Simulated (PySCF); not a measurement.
# Te, Te⁺: ionisation energy in aug-cc-pV5Z-PP with ECP28, part 2 of 2

Wanted: the ionisation energy of tellurium, up a ladder of methods.

PySCF 2.14.0; aug-cc-pV5Z-PP with ECP28, scalar relativity through the core potential. The scripts are equivalent inputs of a driver's runs.

## (3) Te⁺, method by method

#### UHF

The input, input.py:

```python
from pyscf import gto, scf, dft, mp, cc
import basis_set_exchange as bse
txt = bse.get_basis("aug-cc-pV5Z-PP", elements=["Te"], fmt="nwchem", header=False)
cut = txt.index("\nECP")
mol = gto.M(atom="Te 0 0 0", charge=1, spin=3, symmetry="D2h",
            basis=gto.basis.parse(txt[:cut]),
            ecp={"Te": gto.basis.parse_ecp(txt[cut:])})
mf = scf.UHF(mol)
mf.irrep_nelec = {'Ag': (4, 4), 'B1g': (1, 1), 'B2g': (1, 1), 'B3g': (1, 1), 'B1u': (2, 1), 'B2u': (2, 1), 'B3u': (2, 1)}
mf.kernel()
```

Log:

```text
damping factor = 0
level_shift factor = 0
DIIS = <class 'pyscf.scf.diis.CDIIS'>
diis_start_cycle = 1
diis_space = 10
diis_damp = 0
SCF conv_tol = 1e-09
SCF conv_tol_grad = None
number electrons alpha = 13  beta = 10
cycle= 1 E= -266.722822246922  delta_E= -1.72e-11  |g|= 2.21e-06  |ddm|= 1.72e-05
converged SCF energy = -266.722822246922  <S^2> = 3.7518925  2S+1 = 4.0009462
```

It used 6.1 s of CPU time after the integrals (shared host).

Orbital energies by shell (radii are means over both spins):

```csv
shell,electrons,mean orbital energy (eV),spread (eV),rms radius (bohr)
4s α,1,-203.25,0,0.820
4s β,1,-202.67,0,0.820
4p α,3,-147.86,0,0.882
4p β,3,-147.29,0,0.882
4d α,5,-62.230,0,1.04
4d β,5,-61.759,0,1.04
5s α,1,-31.754,0,2.21
5s β,1,-24.580,0,2.21
5p α,3,-18.836,0,2.63
```

⟨S²⟩ = 3.752, ⟨L²⟩ = 0.00.

Energies and moments cover only the electrons outside the core potential.

#### LDA

input.py differs from the last one in:

```diff
@@ -7,3 +7,3 @@
             ecp={"Te": gto.basis.parse_ecp(txt[cut:])})
-mf = scf.UHF(mol)
+mf = dft.UKS(mol, xc="LDA,VWN")
 mf.irrep_nelec = {'Ag': (4, 4), 'B1g': (1, 1), 'B2g': (1, 1), 'B3g': (1, 1), 'B1u': (2, 1), 'B2u': (2, 1), 'B3u': (2, 1)}
```

Log:

```text
damping factor = 0
level_shift factor = 0
DIIS = <class 'pyscf.scf.diis.CDIIS'>
diis_start_cycle = 1
diis_space = 10
diis_damp = 0
SCF conv_tol = 1e-09
SCF conv_tol_grad = None
number electrons alpha = 13  beta = 10
XC functionals = LDA,VWN
    P. A. M. Dirac.,  Math. Proc. Cambridge Philos. Soc. 26, 376 (1930)
    F. Bloch.,  Z. Phys. 57, 545 (1929)
    S. H. Vosko, L. Wilk, and M. Nusair.,  Can. J. Phys. 58, 1200 (1980)
cycle= 1 E= -267.255377755571  delta_E= -0.0108  |g|= 0.0922  |ddm|= 1.03
cycle= 2 E= -267.255763779145  delta_E= -0.000386  |g|= 0.0716  |ddm|= 0.359
cycle= 3 E= -267.256483116043  delta_E= -0.000719  |g|= 0.00397  |ddm|= 0.181
cycle= 4 E= -267.256488391075  delta_E= -5.28e-06  |g|= 4.36e-05  |ddm|= 0.0135
cycle= 5 E= -267.25648839189  delta_E= -8.15e-10  |g|= 2.85e-06  |ddm|= 0.000211
converged SCF energy = -267.25648839189  <S^2> = 3.7505147  2S+1 = 4.0002573
```

CPU time 1.8 s on a shared host, the integrals not counted.

#### PBE

input.py differs from the last one in:

```diff
@@ -7,3 +7,3 @@
             ecp={"Te": gto.basis.parse_ecp(txt[cut:])})
-mf = dft.UKS(mol, xc="LDA,VWN")
+mf = dft.UKS(mol, xc="PBE")
 mf.irrep_nelec = {'Ag': (4, 4), 'B1g': (1, 1), 'B2g': (1, 1), 'B3g': (1, 1), 'B1u': (2, 1), 'B2u': (2, 1), 'B3u': (2, 1)}
```

Log:

```text
damping factor = 0
level_shift factor = 0
DIIS = <class 'pyscf.scf.diis.CDIIS'>
diis_start_cycle = 1
diis_space = 10
diis_damp = 0
SCF conv_tol = 1e-09
SCF conv_tol_grad = None
number electrons alpha = 13  beta = 10
XC functionals = PBE
    J. P. Perdew, K. Burke, and M. Ernzerhof.,  Phys. Rev. Lett. 77, 3865 (1996)
    J. P. Perdew, K. Burke, and M. Ernzerhof.,  Phys. Rev. Lett. 78, 1396 (1997)
    J. P. Perdew, K. Burke, and M. Ernzerhof.,  Phys. Rev. Lett. 77, 3865 (1996)
    J. P. Perdew, K. Burke, and M. Ernzerhof.,  Phys. Rev. Lett. 78, 1396 (1997)
cycle= 1 E= -267.654070342356  delta_E= -0.00734  |g|= 0.0296  |ddm|= 1.08
cycle= 2 E= -267.654156293018  delta_E= -8.6e-05  |g|= 0.0189  |ddm|= 0.103
cycle= 3 E= -267.654202075094  delta_E= -4.58e-05  |g|= 0.00211  |ddm|= 0.0477
cycle= 4 E= -267.654203377968  delta_E= -1.3e-06  |g|= 3.51e-05  |ddm|= 0.00712
cycle= 5 E= -267.654203378196  delta_E= -2.28e-10  |g|= 1.43e-06  |ddm|= 0.000147
converged SCF energy = -267.654203378196  <S^2> = 3.7507624  2S+1 = 4.0003812
```

CPU time 2.5 s on a shared host, the integrals not counted.

#### PBE0

input.py differs from the last one in:

```diff
@@ -7,3 +7,3 @@
             ecp={"Te": gto.basis.parse_ecp(txt[cut:])})
-mf = dft.UKS(mol, xc="PBE")
+mf = dft.UKS(mol, xc="PBE0")
 mf.irrep_nelec = {'Ag': (4, 4), 'B1g': (1, 1), 'B2g': (1, 1), 'B3g': (1, 1), 'B1u': (2, 1), 'B2u': (2, 1), 'B3u': (2, 1)}
```

Log:

```text
damping factor = 0
level_shift factor = 0
DIIS = <class 'pyscf.scf.diis.CDIIS'>
diis_start_cycle = 1
diis_space = 10
diis_damp = 0
SCF conv_tol = 1e-09
SCF conv_tol_grad = None
number electrons alpha = 13  beta = 10
XC functionals = PBE0
    C. Adamo and V. Barone.,  J. Chem. Phys. 110, 6158 (1999)
    M. Ernzerhof and G. E. Scuseria.,  J. Chem. Phys. 110, 5029 (1999)
cycle= 1 E= -267.675429495267  delta_E= -0.00431  |g|= 0.0161  |ddm|= 0.796
cycle= 2 E= -267.675461046605  delta_E= -3.16e-05  |g|= 0.00666  |ddm|= 0.0735
cycle= 3 E= -267.675466713997  delta_E= -5.67e-06  |g|= 0.00152  |ddm|= 0.0192
cycle= 4 E= -267.675467114594  delta_E= -4.01e-07  |g|= 9.8e-05  |ddm|= 0.00436
cycle= 5 E= -267.675467117397  delta_E= -2.8e-09  |g|= 2.21e-06  |ddm|= 0.000272
cycle= 6 E= -267.6754671174  delta_E= -2.84e-12  |g|= 1.17e-07  |ddm|= 8.48e-06
converged SCF energy = -267.6754671174  <S^2> = 3.7509179  2S+1 = 4.0004589
```

It used 6.3 s of CPU time after the integrals (shared host).

#### r2SCAN

input.py differs from the last one in:

```diff
@@ -7,3 +7,3 @@
             ecp={"Te": gto.basis.parse_ecp(txt[cut:])})
-mf = dft.UKS(mol, xc="PBE0")
+mf = dft.UKS(mol, xc="R2SCAN")
 mf.irrep_nelec = {'Ag': (4, 4), 'B1g': (1, 1), 'B2g': (1, 1), 'B3g': (1, 1), 'B1u': (2, 1), 'B2u': (2, 1), 'B3u': (2, 1)}
```

Log:

```text
damping factor = 0
level_shift factor = 0
DIIS = <class 'pyscf.scf.diis.CDIIS'>
diis_start_cycle = 1
diis_space = 10
diis_damp = 0
SCF conv_tol = 1e-09
SCF conv_tol_grad = None
number electrons alpha = 13  beta = 10
XC functionals = R2SCAN
    J. W. Furness, A. D. Kaplan, J. Ning, J. P. Perdew, and J. Sun.,  J. Phys. Chem. Lett. 11, 8208-8215 (2020)
    J. W. Furness, A. D. Kaplan, J. Ning, J. P. Perdew, and J. Sun.,  J. Phys. Chem. Lett. 11, 9248-9248 (2020)
    J. W. Furness, A. D. Kaplan, J. Ning, J. P. Perdew, and J. Sun.,  J. Phys. Chem. Lett. 11, 8208-8215 (2020)
    J. W. Furness, A. D. Kaplan, J. Ning, J. P. Perdew, and J. Sun.,  J. Phys. Chem. Lett. 11, 9248-9248 (2020)
cycle= 1 E= -267.769910963119  delta_E= -0.00631  |g|= 0.0108  |ddm|=  1.2
cycle= 2 E= -267.769942748978  delta_E= -3.18e-05  |g|= 0.00141  |ddm|= 0.0541
cycle= 3 E= -267.769944109174  delta_E= -1.36e-06  |g|= 0.000622  |ddm|= 0.00787
cycle= 4 E= -267.769944241054  delta_E= -1.32e-07  |g|= 0.000334  |ddm|= 0.00278
cycle= 5 E= -267.769944272451  delta_E= -3.14e-08  |g|= 2.37e-05  |ddm|= 0.00114
cycle= 6 E= -267.769944273118  delta_E= -6.66e-10  |g|= 3.39e-06  |ddm|= 0.000374
converged SCF energy = -267.769944273118  <S^2> = 3.7513727  2S+1 = 4.0006863
```

CPU time 4.8 s on a shared host, the integrals not counted.

#### TPSS

input.py differs from the last one in:

```diff
@@ -7,3 +7,3 @@
             ecp={"Te": gto.basis.parse_ecp(txt[cut:])})
-mf = dft.UKS(mol, xc="R2SCAN")
+mf = dft.UKS(mol, xc="TPSS")
 mf.irrep_nelec = {'Ag': (4, 4), 'B1g': (1, 1), 'B2g': (1, 1), 'B3g': (1, 1), 'B1u': (2, 1), 'B2u': (2, 1), 'B3u': (2, 1)}
```

Log:

```text
damping factor = 0
level_shift factor = 0
DIIS = <class 'pyscf.scf.diis.CDIIS'>
diis_start_cycle = 1
diis_space = 10
diis_damp = 0
SCF conv_tol = 1e-09
SCF conv_tol_grad = None
number electrons alpha = 13  beta = 10
XC functionals = TPSS
    J. Tao, J. P. Perdew, V. N. Staroverov, and G. E. Scuseria.,  Phys. Rev. Lett. 91, 146401 (2003)
    J. P. Perdew, J. Tao, V. N. Staroverov, and G. E. Scuseria.,  J. Chem. Phys. 120, 6898 (2004)
    J. Tao, J. P. Perdew, V. N. Staroverov, and G. E. Scuseria.,  Phys. Rev. Lett. 91, 146401 (2003)
    J. P. Perdew, J. Tao, V. N. Staroverov, and G. E. Scuseria.,  J. Chem. Phys. 120, 6898 (2004)
cycle= 1 E= -267.560008506917  delta_E= -0.00615  |g|= 0.0344  |ddm|= 0.952
cycle= 2 E= -267.560078263285  delta_E= -6.98e-05  |g|= 0.0242  |ddm|= 0.126
cycle= 3 E= -267.56015919722  delta_E= -8.09e-05  |g|= 0.00194  |ddm|= 0.0605
cycle= 4 E= -267.560160211554  delta_E= -1.01e-06  |g|= 8.99e-05  |ddm|= 0.00639
cycle= 5 E= -267.560160214294  delta_E= -2.74e-09  |g|= 1.17e-06  |ddm|= 0.000339
cycle= 6 E= -267.560160214294  delta_E= -5.68e-13  |g|= 3.91e-08  |ddm|= 5.2e-06
converged SCF energy = -267.560160214294  <S^2> = 3.7510365  2S+1 = 4.0005182
```

CPU time 5 s on a shared host, the integrals not counted.

#### M06-2X

input.py differs from the last one in:

```diff
@@ -7,3 +7,3 @@
             ecp={"Te": gto.basis.parse_ecp(txt[cut:])})
-mf = dft.UKS(mol, xc="TPSS")
+mf = dft.UKS(mol, xc="M062X")
 mf.irrep_nelec = {'Ag': (4, 4), 'B1g': (1, 1), 'B2g': (1, 1), 'B3g': (1, 1), 'B1u': (2, 1), 'B2u': (2, 1), 'B3u': (2, 1)}
```

Log:

```text
damping factor = 0
level_shift factor = 0
DIIS = <class 'pyscf.scf.diis.CDIIS'>
diis_start_cycle = 1
diis_space = 10
diis_damp = 0
SCF conv_tol = 1e-09
SCF conv_tol_grad = None
number electrons alpha = 13  beta = 10
XC functionals = M062X
    Y. Zhao and D. G. Truhlar.,  Theor. Chem. Acc. 120, 215 (2008)
    Y. Zhao and D. G. Truhlar.,  Theor. Chem. Acc. 120, 215 (2008)
cycle= 1 E= -267.612822502716  delta_E= -0.00455  |g|= 0.0253  |ddm|= 0.879
cycle= 2 E= -267.612982272526  delta_E= -0.00016  |g|= 0.00984  |ddm|= 0.235
cycle= 3 E= -267.613000905202  delta_E= -1.86e-05  |g|= 0.00339  |ddm|= 0.0255
cycle= 4 E= -267.613003710279  delta_E= -2.81e-06  |g|= 0.000263  |ddm|= 0.0195
cycle= 5 E= -267.6130037319  delta_E= -2.16e-08  |g|= 1.83e-05  |ddm|= 0.00165
cycle= 6 E= -267.613003731995  delta_E= -9.53e-11  |g|= 6.87e-07  |ddm|= 0.000112
converged SCF energy = -267.613003731995  <S^2> = 3.7546548  2S+1 = 4.0023267
```

It used 8.3 s of CPU time after the integrals (shared host).

#### revPBE

input.py differs from the last one in:

```diff
@@ -7,3 +7,3 @@
             ecp={"Te": gto.basis.parse_ecp(txt[cut:])})
-mf = dft.UKS(mol, xc="M062X")
+mf = dft.UKS(mol, xc="PBE_R,PBE")
 mf.irrep_nelec = {'Ag': (4, 4), 'B1g': (1, 1), 'B2g': (1, 1), 'B3g': (1, 1), 'B1u': (2, 1), 'B2u': (2, 1), 'B3u': (2, 1)}
```

Log:

```text
damping factor = 0
level_shift factor = 0
DIIS = <class 'pyscf.scf.diis.CDIIS'>
diis_start_cycle = 1
diis_space = 10
diis_damp = 0
SCF conv_tol = 1e-09
SCF conv_tol_grad = None
number electrons alpha = 13  beta = 10
XC functionals = PBE_R,PBE
    Y. Zhang and W. Yang.,  Phys. Rev. Lett. 80, 890 (1998)
    J. P. Perdew, K. Burke, and M. Ernzerhof.,  Phys. Rev. Lett. 77, 3865 (1996)
    J. P. Perdew, K. Burke, and M. Ernzerhof.,  Phys. Rev. Lett. 78, 1396 (1997)
cycle= 1 E= -267.713957716186  delta_E= -0.00696  |g|= 0.022  |ddm|= 1.14
cycle= 2 E= -267.714024572565  delta_E= -6.69e-05  |g|= 0.0121  |ddm|= 0.0787
cycle= 3 E= -267.714042409728  delta_E= -1.78e-05  |g|= 0.00181  |ddm|= 0.0311
cycle= 4 E= -267.714043283474  delta_E= -8.74e-07  |g|= 5.28e-05  |ddm|= 0.00596
cycle= 5 E= -267.714043284078  delta_E= -6.05e-10  |g|= 1.25e-06  |ddm|= 0.000196
converged SCF energy = -267.714043284078  <S^2> = 3.7509314  2S+1 = 4.0004657
```

It used 2.5 s of CPU time after the integrals (shared host).

#### MP2 (valence)

input.py differs from the last one in:

```diff
@@ -7,4 +7,5 @@
             ecp={"Te": gto.basis.parse_ecp(txt[cut:])})
-mf = dft.UKS(mol, xc="PBE_R,PBE")
+mf = scf.UHF(mol)
 mf.irrep_nelec = {'Ag': (4, 4), 'B1g': (1, 1), 'B2g': (1, 1), 'B3g': (1, 1), 'B1u': (2, 1), 'B2u': (2, 1), 'B3u': (2, 1)}
 mf.kernel()
+mp.UMP2(mf, frozen=9).kernel()
```

The driver printed no log here.

It used 3.3 s of CPU time after the integrals (shared host).

With 5 electrons correlated, the MP2 correlation energy is -0.07202 hartree (-0.01809 same spin, -0.05392 opposite spin); the SCS form gives -0.07074. Largest pairs of shells: 5s-5p -0.0482, 5p-5p -0.0147, 5s-5s -0.0090.

Radial density 4πr²ρ of Te⁺ at UHF, the electrons outside the core potential:

```
r (bohr)   density  spin density
 0.00133  1.06e-05         0.000
 0.00224  2.93e-05         0.000
 0.00377  7.76e-05         0.000
 0.00634  0.000193         0.000
  0.0107  0.000447         0.000
  0.0179  0.000906         0.000
  0.0302   0.00152         0.000
  0.0508   0.00207         0.000
  0.0854   0.00403         0.000
   0.144    0.0284         0.000
   0.242     0.382         0.003
   0.406      5.82         0.080
   0.684      25.5         0.237
    1.15      12.3         0.078
    1.93      3.57         1.561
    3.25     0.965         0.715
    5.47    0.0290         0.026
    9.21  2.49e-05         0.000
```

## (4) How the shells move

Highest occupied Hartree-Fock shell of each state: Te 5p β at -8.499 eV; Te⁺ 5p α at -18.836 eV.

## (5) Differences of total energies

Ionisation energy: Te [Kr] 4d10 5s2 5p4 (3P) → Te⁺ [Kr] 4d10 5s2 5p3 (4S).

```csv
method,value (eV),error (eV),"CPU time, both states (s)"
UHF,7.734,-1.015,14
LDA,9.001,+0.253,3.5
PBE,8.733,-0.016,5
PBE0,8.731,-0.018,12
r2SCAN,8.748,-0.000,9.4
TPSS,8.726,-0.023,10
M06-2X,8.435,-0.314,17
revPBE,8.653,-0.096,5.4
MP2 (valence),8.504,-0.244,21
SCS-MP2 (valence),8.593,-0.156,21
```

Reference: 8.749 eV (measured; NIST levels, between the centres of gravity of the two terms).

Times are CPU seconds on a shared host without the integrals; correlated rows include their Hartree-Fock run, whose time holds the symmetry-adapted start and any spin-orbit constants, while functionals begin from orbitals already made.

## (6) Outcome

The summary covers parts 1 to 2.

```
             quantity                                               value
ionisation energy, Te  UHF 7.734, MP2 (valence) 8.504 eV; reference 8.749
```

Accuracy against cost (mean over 1 difference):

```
           method  mean absolute miss against the measured value (with the measured fine structure taken into account where it is known) (eV)  CPU time, both states (s)
              UHF                                                                                                                       1.015                         14
              LDA                                                                                                                       0.253                        3.5
              PBE                                                                                                                       0.016                          5
             PBE0                                                                                                                       0.018                         12
           r2SCAN                                                                                                                       0.000                        9.4
             TPSS                                                                                                                       0.023                         10
           M06-2X                                                                                                                       0.314                         17
           revPBE                                                                                                                       0.096                        5.4
    MP2 (valence)                                                                                                                       0.244                         21
SCS-MP2 (valence)                                                                                                                       0.156                         21
```

In words: Against experiment r2SCAN comes closest (off by 0.00 eV), level with PBE and UHF is farthest (1.01 eV). Hartree-Fock falls short because the species with more electrons holds more correlation energy, which it lacks. PBE is off by -0.02 eV. All values hold for this basis alone; no basis-set limit was taken. The dearest level timed, MP2 (valence), costs 5.9 times the cheapest, LDA, and differs from the measured value (with the measured fine structure taken into account where it is known) by 0.24 against 0.25 eV.
